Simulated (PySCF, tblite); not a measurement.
# C8H11BS: geometry, infrared bands and NMR shifts

Aim: predict the infrared bands and NMR shifts of C8H11BS (`CSBc1ccc(C)cc1`).

Computed with tblite 0.8.0 and PySCF 2.14.0, with density-fitted response routines of our own, on a single molecule in the gas phase. Atoms are numbered from 0 throughout.

## Step 1: The molecule as given

21 atoms, charge 0, multiplicity 1; geometry from: force field or distance geometry start.

Bonds of the start (Å): C0–S1 1.82, S1–B2 1.87, B2–C3 1.58, C3–C4 1.39, C4–C5 1.40, C5–C6 1.40, C6–C7 1.49, C6–C8 1.41, C8–C9 1.39, C9–C3 1.42, C0–H10 1.10, C0–H11 1.11, C0–H12 1.11, B2–H13 1.18, C4–H14 1.09, C5–H15 1.08, C7–H16 1.11, C7–H17 1.12, C7–H18 1.11, C8–H19 1.08, C9–H20 1.08.

## Step 2: Optimising the geometry with GFN2-xTB

The job: settings as JSON, then the geometry in Å.

```
{"job": {"kind": "relax", "xc": "GFN2-xTB", "basis": "xTB"}, "charge": 0, "multiplicity": 1}
C      3.904200    -0.245600    -0.211600
S      3.225000     0.294100     1.387300
B      1.844300     1.309700     0.636600
C      0.427000     0.699400     0.289600
C     -0.564200     1.499400    -0.270600
C     -1.823600     0.967900    -0.589000
C     -2.103200    -0.373700    -0.314700
C     -3.430900    -0.952800    -0.674300
C     -1.103000    -1.194400     0.249300
C      0.143700    -0.661000     0.561500
H      4.774600    -0.894700    -0.039500
H      4.209600     0.635600    -0.804700
H      3.126000    -0.819800    -0.761100
H      2.045700     2.451100     0.390300
H     -0.370700     2.553500    -0.492400
H     -2.570600     1.607100    -1.027100
H     -3.395500    -1.342800    -1.714300
H     -3.707200    -1.793300     0.008800
H     -4.233500    -0.182200    -0.605300
H     -1.298500    -2.236500     0.451700
H      0.891800    -1.304000     0.997400
```

On the command line:

```sh
$ OMP_NUM_THREADS=1 python probes_run.py task.json out
```

One launch serves the whole session: the jobs run in the order shown.

Log:

```text
step      E/eV     max force
  0    -740.00578    1.492
  1    -740.09585    0.735
  2    -740.12285    0.346
  3    -740.13599    0.205
  4    -740.14183    0.148
  5    -740.14478    0.126
  6    -740.14627    0.127
  7    -740.14836    0.118
  8    -740.15014    0.085
  9    -740.15137    0.070
 10    -740.15204    0.058
 11    -740.15248    0.057
 12    -740.15284    0.046
 13    -740.15316    0.053
 14    -740.15352    0.052
 15    -740.15402    0.078
 16    -740.15475    0.104
 17    -740.15577    0.100
 18    -740.15707    0.120
 19    -740.15871    0.118
 20    -740.16077    0.129
 21    -740.16345    0.157
 22    -740.16705    0.189
 23    -740.17166    0.216
 24    -740.17736    0.231
 25    -740.18389    0.213
 26    -740.18898    0.262
 27    -740.19414    0.210
 28    -740.19947    0.166
 29    -740.20643    0.156
 30    -740.20980    0.160
 31    -740.21598    0.201
 32    -740.22166    0.246
 33    -740.23076    0.291
 34    -740.24238    0.299
 35    -740.25585    0.343
 36    -740.27061    0.376
 37    -740.28605    0.329
 38    -740.31260    0.407
 39    -740.33605    0.389
 40    -740.36773    0.432
 41    -740.39282    0.344
 42    -740.41235    0.238
 43    -740.42568    0.263
 44    -740.43459    0.434
 45    -740.44908    0.298
 46    -740.46169    0.256
 47    -740.47709    0.215
 48    -740.48415    0.198
 49    -740.49601    0.245
 50    -740.50501    0.282
 51    -740.51456    0.228
 52    -740.52179    0.199
 53    -740.52772    0.344
 54    -740.53372    0.319
 55    -740.54051    0.260
 56    -740.55093    0.220
 57    -740.55830    0.241
 58    -740.56516    0.166
 59    -740.56905    0.156
 60    -740.57174    0.153
 61    -740.57479    0.159
 62    -740.57914    0.213
 63    -740.58447    0.200
 64    -740.59064    0.236
 65    -740.59797    0.245
 66    -740.60673    0.235
 67    -740.61729    0.316
 68    -740.62813    0.336
 69    -740.64014    0.309
 70    -740.65207    0.315
 71    -740.66474    0.270
 72    -740.67036    0.197
 73    -740.67533    0.168
 74    -740.67928    0.168
 75    -740.68583    0.176
 76    -740.69111    0.206
 77    -740.69689    0.255
 78    -740.70291    0.210
 79    -740.70901    0.190
 80    -740.71558    0.175
 81    -740.72202    0.175
 82    -740.72719    0.148
 83    -740.73010    0.124
 84    -740.73040    0.195
 85    -740.73311    0.078
 86    -740.73413    0.057
 87    -740.73536    0.064
 88    -740.73616    0.063
 89    -740.73682    0.056
 90    -740.73741    0.051
 91    -740.73797    0.047
 92    -740.73852    0.054
 93    -740.73922    0.055
 94    -740.73995    0.053
 95    -740.74064    0.050
 96    -740.74126    0.056
 97    -740.74195    0.061
 98    -740.74283    0.065
 99    -740.74396    0.065
100    -740.74516    0.078
101    -740.74633    0.083
102    -740.74760    0.083
103    -740.74936    0.097
104    -740.75179    0.104
105    -740.75443    0.135
106    -740.75731    0.154
107    -740.76081    0.133
108    -740.76390    0.105
109    -740.76600    0.170
110    -740.76697    0.141
111    -740.76899    0.081
112    -740.77035    0.097
113    -740.77156    0.086
114    -740.77252    0.054
115    -740.77309    0.068
116    -740.77348    0.057
117    -740.77384    0.052
118    -740.77435    0.040
119    -740.77465    0.036
120    -740.77498    0.043
121    -740.77526    0.036
122    -740.77546    0.025
123    -740.77555    0.021
124    -740.77562    0.019
125    -740.77570    0.019
126    -740.77580    0.020
127    -740.77588    0.020
128    -740.77597    0.021
129    -740.77609    0.025
130    -740.77627    0.029
131    -740.77650    0.035
132    -740.77673    0.028
133    -740.77694    0.032
134    -740.77714    0.033
135    -740.77735    0.029
136    -740.77753    0.025
137    -740.77767    0.021
138    -740.77777    0.020
139    -740.77785    0.018
140    -740.77789    0.013
141    -740.77792    0.013
142    -740.77794    0.013
143    -740.77796    0.013
144    -740.77799    0.013
145    -740.77802    0.014
146    -740.77805    0.012
147    -740.77808    0.014
148    -740.77812    0.013
149    -740.77816    0.010
```

It took 4.6 s on 1 thread of Intel Xeon at 2.50GHz, shared host.

Along the way: (not every step is listed)

```
step  energy from step 0 (eV)  largest force (eV/Å)
   0                   0.0000                1.4917
   1                  -0.0901                0.7353
   2                  -0.1171                0.3460
   3                  -0.1302                0.2048
   4                  -0.1361                0.1484
   5                  -0.1390                0.1261
   6                  -0.1405                0.1272
   7                  -0.1426                0.1185
   8                  -0.1444                0.0846
  21                  -0.1577                0.1572
  34                  -0.2366                0.2989
  47                  -0.4713                0.2155
  60                  -0.5660                0.1529
  73                  -0.6696                0.1682
  86                  -0.7284                0.0571
  99                  -0.7382                0.0650
 112                  -0.7646                0.0966
 125                  -0.7699                0.0188
 138                  -0.7720                0.0203
 144                  -0.7722                0.0133
 145                  -0.7722                0.0142
 146                  -0.7723                0.0116
 147                  -0.7723                0.0144
 148                  -0.7723                0.0132
 149                  -0.7724                0.0099
```

Distances of close pairs at the start and the end, largest changes first:

```
  bond  before (Å)  after (Å)  change (Å)
 S1–B2       1.871      1.770      -0.102
 B2–C3       1.582      1.548      -0.034
C7–H17       1.118      1.088      -0.030
C7–H18       1.115      1.088      -0.027
C0–H12       1.112      1.085      -0.027
 C4–C5       1.404      1.380      -0.024
 C6–C8       1.411      1.391      -0.021
C0–H11       1.105      1.085      -0.021
```

The next job starts from the end point, and lists it.

## Step 3: Harmonic vibrations with GFN2-xTB

The job: settings as JSON, then the geometry in Å.

```
{"job": {"kind": "ir", "xc": "GFN2-xTB", "basis": "xTB"}, "charge": 0, "multiplicity": 1}
C      4.647613     0.330941     0.231484
S      3.056637    -0.534684     0.479706
B      1.877697     0.607402    -0.181699
C      0.370239     0.255637    -0.189810
C     -0.580584     1.175746    -0.649048
C     -1.928952     0.881882    -0.657195
C     -2.392104    -0.350722    -0.210908
C     -3.853044    -0.678080    -0.239314
C     -1.461460    -1.279013     0.243311
C     -0.114712    -0.981190     0.254861
H      5.408777    -0.234893     0.758536
H      4.582142     1.336020     0.634192
H      4.875280     0.360122    -0.829461
H      2.275097     1.625634    -0.603262
H     -0.247315     2.142331    -0.999899
H     -2.636586     1.617779    -1.013205
H     -4.114299    -1.126378    -1.198813
H     -4.108454    -1.389908     0.542482
H     -4.455284     0.218943    -0.113407
H     -1.800612    -2.245019     0.591282
H      0.591005    -1.715606     0.617936
```

Log:

```text
mode    cm-1     km/mol
  1     -29.2      0.39
  2      47.7      0.41
  3      57.7      2.72
  4      80.7      1.47
  5      94.4      1.19
  6     155.1      0.63
  7     212.8      1.96
  8     272.9      0.93
  9     297.7      0.10
 10     360.0      0.56
 11     362.8      0.08
 12     466.3      2.96
 13     491.7      5.56
 14     606.7      0.31
 15     658.8     13.14
 16     706.2     65.68
 17     723.1     10.40
 18     732.6      4.55
 19     796.8      0.69
 20     816.7     19.30
 21     873.2     20.01
 22     874.1      0.69
 23     921.4      0.40
 24     931.2      0.04
 25     939.0      0.39
 26     962.9      9.85
 27    1006.5      4.79
 28    1011.7     13.96
 29    1028.3     14.55
 30    1059.7     96.90
 31    1148.6      0.98
 32    1205.0     67.55
 33    1215.2     80.17
 34    1256.7     90.61
 35    1283.6      1.95
 36    1316.9      5.60
 37    1318.4      0.05
 38    1400.5      1.41
 39    1403.2      5.26
 40    1449.6      4.39
 41    1457.8      5.92
 42    1481.0      5.10
 43    1481.5      4.69
 44    1490.9      4.49
 45    1559.1      1.78
 46    1601.3     78.68
 47    2625.6    110.23
 48    2994.2     26.90
 49    3035.1     21.04
 50    3036.3     25.36
 51    3038.3      5.96
 52    3048.7      7.80
 53    3059.5      3.86
 54    3062.7      5.86
 55    3064.0     52.72
 56    3074.9    108.15
 57    3076.9     14.93
```

Run time: 3.2 s. Hardware: 1 thread of Intel Xeon at 2.50GHz, shared host.

The strongest bands and the atoms that carry them (share of the mass-weighted mode):

```
cm⁻¹  km/mol                                   atoms
 706    65.7              H13 40 %, B2 23 %, C3 13 %
1060    96.9                       H13 47 %, B2 19 %
1205    67.5  H20 25 %, H14 24 %, H19 17 %, H15 15 %
1215    80.2    C3 28 %, H15 19 %, H19 17 %, B2 16 %
1257    90.6                        C6 36 %, C3 11 %
1601    78.7      C8 22 %, C5 22 %, C9 18 %, C4 18 %
2626   110.2                                H13 92 %
3075   108.2            H20 43 %, H19 25 %, H14 14 %
```

## Step 4: NMR shieldings: PBE0/pcSseg-1

The job, as its differences from that of step 3:

```diff
@@ -1,2 +1,2 @@
-{"job": {"kind": "ir", "xc": "GFN2-xTB", "basis": "xTB"}, "charge": 0, "multiplicity": 1}
+{"job": {"kind": "nmr", "xc": "PBE0", "basis": "pcSseg-1"}, "charge": 0, "multiplicity": 1}
 C      4.647613     0.330941     0.231484
```

Level: GIAO PBE0/pcSseg-1 NMR shielding, non-relativistic, gas phase.

Log:

```text
coarse grid: 18224 points
cycle   1  E = -733.8292273974  dE =  1.436e+00  |g| = 3.980e-01  |ddm| = 4.387e+00
cycle   2  E = -733.8341204629  dE = -4.893e-03  |g| = 3.934e-01  |ddm| = 1.044e+00
cycle   3  E = -733.8758212418  dE = -4.170e-02  |g| = 7.411e-02  |ddm| = 5.002e-01
cycle   4  E = -733.8768284620  dE = -1.007e-03  |g| = 4.256e-02  |ddm| = 1.122e-01
cycle   5  E = -733.8773031110  dE = -4.746e-04  |g| = 1.063e-02  |ddm| = 5.428e-02
cycle   6  E = -733.8773354734  dE = -3.236e-05  |g| = 2.472e-03  |ddm| = 1.578e-02
cycle   7  E = -733.8773368122  dE = -1.339e-06  |g| = 6.142e-04  |ddm| = 2.807e-03
final grid: 171712 points
cycle   8  E = -733.9375666342  dE = -4.267e-05  |g| = 9.854e-03  |ddm| = 5.137e-02
cycle   9  E = -733.9375571601  dE =  9.474e-06  |g| = 1.153e-02  |ddm| = 2.248e-02
cycle  10  E = -733.9375924673  dE = -3.531e-05  |g| = 9.424e-04  |ddm| = 1.297e-02
cycle  11  E = -733.9375927019  dE = -2.346e-07  |g| = 2.851e-04  |ddm| = 1.500e-03
cycle  12  E = -733.9375927196  dE = -1.771e-08  |g| = 1.182e-04  |ddm| = 3.681e-04
cycle  13  E = -733.9375927232  dE = -3.629e-09  |g| = 3.022e-05  |ddm| = 1.434e-04
cycle  14  E = -733.9375927234  dE = -2.285e-10  |g| = 8.423e-06  |ddm| = 4.096e-05
converged SCF energy = -733.9375927234

GIAO shielding tensors (ppm)
atom      isotropic    diamagn.    paramagn.     s11        s22        s33       span
  0 C      166.122     249.379     -83.257    147.412    161.195    189.760     42.348
  1 S      449.372    1061.524    -612.152    203.399    554.099    590.618    387.219
  2 B       36.170     193.744    -157.573    -21.824     27.498    102.836    124.661
  3 C       45.541     256.238    -210.698    -40.744    -19.864    197.230    237.974
  4 C       41.297     253.759    -212.462    -65.020     25.478    163.432    228.452
  5 C       53.642     253.805    -200.163    -52.071     50.131    162.867    214.938
  6 C       37.677     264.694    -227.017    -66.651      2.129    177.554    244.205
  7 C      162.305     242.750     -80.446    141.477    156.651    188.785     47.308
  8 C       53.976     254.065    -200.089    -51.115     49.859    163.183    214.298
  9 C       45.541     257.059    -211.518    -66.118     30.050    172.692    238.810
 10 H       29.474      27.380       2.094     23.955     27.333     37.133     13.179
 11 H       29.077      28.965       0.112     23.994     27.452     35.785     11.791
 12 H       28.992      28.421       0.571     23.883     27.115     35.979     12.096
 13 H       24.529      33.018      -8.489     19.684     23.780     30.122     10.438
 14 H       23.871      33.426      -9.555     20.216     23.327     28.069      7.852
 15 H       24.210      33.382      -9.172     20.544     23.559     28.528      7.984
 16 H       28.905      26.119       2.787     25.848     25.930     34.938      9.090
 17 H       29.323      27.452       1.870     24.294     28.882     34.792     10.498
 18 H       29.316      27.213       2.103     24.309     28.789     34.852     10.543
 19 H       24.228      34.119      -9.891     20.357     23.517     28.811      8.454
 20 H       23.390      35.103     -11.713     18.284     21.565     30.322     12.039
```

It took 2.1 min on 1 thread of Intel Xeon at 2.50GHz, shared host; peak memory 1.1 GiB.

The references, computed at this level on geometries of the same kind, shield at (ppm): ¹H TMS 31.72, ¹³C TMS 186.9, ¹¹B BF3·OEt2 100.1, ³³S CS2 504. Their shielding less the atom's gives the shift. The references are single molecules in the gas phase. Atoms listed in one row are averaged.

```
        atoms                                      environment  σ (ppm)  δ (ppm)  δ scaled to CDCl3
           C6                      substituted aromatic carbon     37.7    149.2              143.8
       C4, C9                                      aromatic CH     43.4    143.5              138.1
           C3                      substituted aromatic carbon     45.5    141.4              136.1
       C5, C8                                      aromatic CH     53.8    133.1              128.0
           C7                methyl carbon on an aromatic ring    162.3     24.6               22.1
           C0                        methyl carbon bonded to S    166.1     20.8               14.0
     H14, H20                       hydrogen on an aromatic CH    23.63     8.09               7.73
     H15, H19                       hydrogen on an aromatic CH    24.22     7.50               7.17
          H13               hydrogen on a boron bonded to C, S    24.53     7.19                  –
H10, H11, H12          hydrogen on a methyl carbon bonded to S    29.18     2.54               2.50
H16, H17, H18  hydrogen on a methyl carbon on an aromatic ring    29.18     2.54               2.50
           S1                            sulfur bonded to C, B      449       54                  –
           B2                          boron bonded to C, S, H     36.2     63.9                  –
```

The scaled column applies a straight-line fit of computed shieldings to shifts measured in CDCl3, with any fitted terms for Cl, Br or S neighbours (root-mean-square error 0.16 ppm for H, 1.9 ppm for C).

The run also stored atomic charges by several schemes (e):

```
 atoms  Mulliken    IAO  Hirshfeld  ESP fit
    C0     -0.37  -0.49      -0.11    -0.28
    S1     -0.20   0.13       0.00    -0.22
    B2      0.37  -0.09       0.07     0.31
    C3     -0.29  -0.13      -0.09    -0.31
C4, C9     -0.09  -0.12      -0.04     0.02
C5, C8      0.00  -0.17      -0.06    -0.36
    C6     -0.34   0.04       0.02     0.43
    C7     -0.13  -0.43      -0.11    -0.61
```

Mayer bond orders: C0–S1 1.00, S1–B2 1.23, B2–C3 0.99, C3–C4 1.41, C4–C5 1.46, C5–C6 1.39, C6–C7 1.07, C6–C8 1.38, C8–C9 1.48, C9–C3 1.39.

Ring of atoms C3, C4, C5, C6, C8, C9: NICS(0) -7.2, NICS(1) -10.7, NICS(1)zz -26.3 ppm (means of both faces).

## Step 5: Results

| quantity | value |
| --- | --- |
| strongest single infrared mode (GFN2-xTB) | 2626 cm⁻¹, 110 km/mol |
| zero-point energy (GFN2-xTB) | 104.0 kcal/mol |
| ¹³C shifts against TMS (PBE0/pcSseg-1, means over atoms taken as alike) | 149.2, 143.5, 141.4, 133.1, 24.6, 20.8 ppm |
| ¹H shifts against TMS (PBE0/pcSseg-1, means over atoms taken as alike) | 8.09, 7.50, 7.19, 2.54, 2.54 ppm |
| ³³S shifts against CS2 (PBE0/pcSseg-1) | 54 ppm |
| ¹¹B shifts against BF3·OEt2 (PBE0/pcSseg-1) | 63.9 ppm |

What this shows: The optimisation took 149 steps and gained 0.772 eV; among the close pairs (by a distance rule), S1–B2 changed most, from 1.871 to 1.770 Å. The lowest mode is imaginary (29i cm⁻¹), so the xTB geometry is not a minimum. The strongest single mode, at 2626 cm⁻¹, moves mainly H13. GFN2-xTB is a fitted tight-binding method: band positions and strengths are rough. Its intensities can rank the bands wrongly. At PBE0/pcSseg-1: The widest tensor belongs to S1: span 387 ppm, with a paramagnetic part of -612 ppm. NICS(1)zz of -26 ppm above the planar ring from C3 marks a diatropic (aromatic) ring current.
